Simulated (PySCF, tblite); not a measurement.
# CH₁₄FPSi₅: geometry, infrared bands and NMR shifts

Wanted: the infrared bands and NMR shifts of CH₁₄FPSi₅ (`F[Si@H]([SiH2]C[SiH3])P([SiH3])[SiH3]`), by calculation.

The runs use tblite 0.8.0 and PySCF 2.14.0, with density-fitted response routines of our own; the level of theory stands in each step. All values are computed, except where a source is named. Atoms count from 0, in the outputs and in this text.

## Step 1: The molecule as given

22 atoms, charge 0, multiplicity 1; geometry from: force field or distance geometry start.

Bonds of the start (Å): F0–Si1 1.62, Si1–Si2 2.33, Si2–C3 1.83, C3–Si4 1.86, Si1–P5 2.21, P5–Si6 2.19, P5–Si7 2.19, Si1–H8 1.47, Si2–H9 1.50, Si2–H10 1.49, C3–H11 1.08, C3–H12 1.11, Si4–H13 1.48, Si4–H14 1.48, Si4–H15 1.48, Si6–H16 1.48, Si6–H17 1.48, Si6–H18 1.48, Si7–H19 1.48, Si7–H20 1.48, Si7–H21 1.48.

## Step 2: Optimising the geometry with GFN2-xTB

The job: settings as JSON, then the geometry in Å.

```
{"job": {"kind": "relax", "xc": "GFN2-xTB", "basis": "xTB"}, "charge": 0, "multiplicity": 1}
F      0.297000    -2.235700    -0.506700
Si    -0.351200    -0.774000    -0.749900
Si     1.349600     0.696800    -1.344300
C      2.452900     1.144500     0.050700
Si     3.478900    -0.339000     0.488100
P     -1.346100    -0.191400     1.129800
Si    -2.938500    -1.683600     0.994400
Si    -2.508000     1.457700     0.279700
H     -1.327300    -0.883900    -1.843500
H      0.675700     1.952200    -1.802100
H      2.106400     0.196700    -2.521200
H      3.099500     1.967400    -0.226100
H      1.872800     1.472800     0.938200
H      4.454600     0.026700     1.539500
H      4.247200    -0.805500    -0.693100
H      2.634400    -1.438200     1.012200
H     -3.549700    -1.700100    -0.348700
H     -3.985200    -1.343600     1.990400
H     -2.398100    -3.022400     1.332200
H     -1.574900     2.574100     0.019200
H     -3.159400     1.060000    -0.993600
H     -3.540900     1.887900     1.254100
```

On the command line:

```
> OMP_NUM_THREADS=1 python probes_run.py task.json out
```

One launch serves the whole session: the jobs run in the order shown.

**Question.** This job is followed by: GFN2-xTB harmonic vibrations, gas phase; GIAO PBE0/pcSseg-1 NMR shielding, non-relativistic, gas phase. Predict these results of the whole session: strongest single infrared mode (GFN2-xTB); zero-point energy (GFN2-xTB); 13C shifts against TMS (PBE0/pcSseg-1); 1H shifts against TMS (PBE0/pcSseg-1, means over atoms taken as alike); 19F shifts against CFCl3 (PBE0/pcSseg-1); 29Si shifts against TMS (PBE0/pcSseg-1, means over atoms taken as alike); 31P shifts against H3PO4 (PBE0/pcSseg-1).

**Answer**, as computed:

```
                                                                quantity                                          value
                               strongest single infrared mode (GFN2-xTB)                           798 cm⁻¹, 820 km/mol
                                            zero-point energy (GFN2-xTB)                                  80.5 kcal/mol
                                  13C shifts against TMS (PBE0/pcSseg-1)                                      -16.7 ppm
  1H shifts against TMS (PBE0/pcSseg-1, means over atoms taken as alike)  6.20, 4.21, 4.13, 4.13, 4.10, 0.06, -0.06 ppm
                                19F shifts against CFCl3 (PBE0/pcSseg-1)                                     -226.9 ppm
29Si shifts against TMS (PBE0/pcSseg-1, means over atoms taken as alike)                  44.5, -71.5, -77.5, -83.6 ppm
                                31P shifts against H3PO4 (PBE0/pcSseg-1)                                     -341.2 ppm
```

What this shows: Relaxing lowered the energy by 0.332 eV in 166 steps; the close pair that moved most is Si2–C3, from 1.834 to 1.901 Å. No mode is imaginary among the 60: a minimum at this level. The strongest single mode, at 798 cm⁻¹, has its largest shares on H13, H15 and H14 (the list is cut at 3 atoms). GFN2-xTB is a fitted tight-binding method: band positions and strengths are rough. Its intensities can rank the bands wrongly. At PBE0/pcSseg-1: Shielding is most anisotropic at Si1 (span 155 ppm, paramagnetic term -575 ppm).
